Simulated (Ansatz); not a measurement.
# CHClFNOSi, SMILES O=C=N[SiH](F)Cl: a geometry optimisation

Program: the Ansatz DFT code, driven from Python.

`chclfnosi_opt.py`
```python
"""Minimum-energy structure of CHClFNOSi."""

import logging
import sys
import warnings

import ansatz
import numpy as np

logging.basicConfig(stream=sys.stdout, format="[%(levelname)s] %(message)s")
logger = logging.getLogger("ansatz_job")
logger.setLevel(logging.INFO)

GEOMETRY = """
O     1.10550   -2.51040    1.40600
C     0.48890   -1.58630    0.86190
N    -0.10300   -0.70850    0.31940
Si   -0.24860    0.76210   -0.53870
F     1.02250    1.09700   -1.34740
Cl   -0.78610    2.29640    0.73660
H    -1.41790    0.58160   -1.48350
"""

warnings.simplefilter("ignore", ansatz.DeckWarning)

chclfnosi = ansatz.Crystal.molecule()
for line in GEOMETRY.strip().splitlines():
    symbol, *xyz = line.split()
    chclfnosi = chclfnosi.atom(symbol, [float(v) for v in xyz])

calc = (
    chclfnosi.calculation()
    .basis(gaussian="def2-SVP")
    .functional("pbe0")
)
symbols = [site.symbol for site in chclfnosi.cartesian_sites]
start = np.array([site.position_ang for site in chclfnosi.cartesian_sites], dtype=float)
summary = calc.relax(force_tolerance=0.02).run().report
end = np.array(summary["positions_ang"])

logger.info(f"E = {summary['free_energy_ev']:.6f} eV = {summary['free_energy_ev'] / 27.211386246:.7f} Ha")
print("converged:", summary["converged"], " doubts:", summary["published_state_doubts"] or "none")

logger.info("final positions (A) and the move of each atom")
for symbol, xyz, old in zip(symbols, end, start):
    logger.info(f"{symbol:2s} {xyz[0]:10.5f} {xyz[1]:10.5f} {xyz[2]:10.5f}   {np.linalg.norm(xyz - old):7.4f}")
with open("chclfnosi_opt.xyz", "w") as handle:
    handle.write(f"{len(symbols)}\nrelaxed CHClFNOSi\n")
    handle.writelines(f"{s:2s} {x:11.6f} {y:11.6f} {z:11.6f}\n" for s, (x, y, z) in zip(symbols, end))
```

Output of `python chclfnosi_opt.py`:
```text
[INFO] E = -27684.456673 eV = -1017.3850175 Ha
converged: True  doubts: none
[INFO] final positions (A) and the move of each atom
[INFO] O     0.86268   -2.52242    1.52086    0.2689
[INFO] C     0.52917   -1.60595    0.88765    0.0517
[INFO] N     0.17842   -0.67075    0.22179    0.3002
[INFO] Si   -0.28979    0.75308   -0.57133    0.0533
[INFO] F     0.95459    1.27476   -1.44811    0.2153
[INFO] Cl   -0.73770    2.19226    0.80565    0.1340
[INFO] H    -1.43607    0.51093   -1.46220    0.0760
```

`chclfnosi_opt.xyz`, as written:
```text
7
relaxed CHClFNOSi
O     0.862681   -2.522425    1.520862
C     0.529175   -1.605954    0.887646
N     0.178418   -0.670749    0.221786
Si   -0.289792    0.753075   -0.571326
F     0.954595    1.274756   -1.448113
Cl   -0.737704    2.192265    0.805649
H    -1.436072    0.510932   -1.462204
```

What to keep in mind:
- Total energies depend on the basis set; only differences at equal settings carry meaning.
- The end point is the stationary point reached from this start; no frequency run checks that it is a minimum, and the basis set is modest.
- Hardware and time: 87 s on 1 thread of Arm Neoverse V1, with other jobs on the host, peak memory 0.28 GiB.
